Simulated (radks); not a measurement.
# Taking charge from the 3d level of Mn in fractions

One table from this session's results is given with a row withheld; the runs are named, their logs left out.

Program: radks (a radial shooting solver on a logarithmic mesh, Libxc functionals) version 1. Level of theory: non-relativistic Kohn-Sham, r2SCAN, spin-unpolarised, spherical densities, point nucleus. These are calculated values, not measurements, unless marked.

**The atom as given**

* element: manganese (Z = 25)
* charge: 0
* electrons: 25
* configuration: [Ar] 3d5 4s2

The outer shells:

Mn
```
[Ar] core
3d [↑ ][↑ ][↑ ][↑ ][↑ ]
4s [↑↓]
```

Set-up of the first run:

Settings of this run:

```text
Z 25
configuration [Ar] 3d5 4s2
relativity non-relativistic
functional r2scan,r2scan
spin unpolarised
nucleus point
```

Among the steps run: Start: [Ar] 3d5 4s2.

One of the session's tables, all rows but one given; the rest of the session is left out.

It belongs to the step «Start: [Ar] 3d5 4s2». From the orbitals of this run (lengths in bohr):

```
level      <r>  outermost maximum (interpolated)  90 % within  nodes
   1s  0.06158                            0.0405        0.110      0
   2s   0.2818                             0.235        0.436      1
   2p   0.2481                             0.190        0.406      0
   3s   0.8594                             0.742         1.29      2
   3p        ?                                 ?            ?      ?
   3d    1.213                             0.763         2.14      0
   4s    3.133                              2.56         4.76      3
```

Estimate the missing values for 3p.

The run gave: <r>: 0.9077; outermost maximum (interpolated): 0.755; 90 % within: 1.40; nodes: 1. In the column «<r>» it lies between 3s (0.8594) and 3d (1.213).
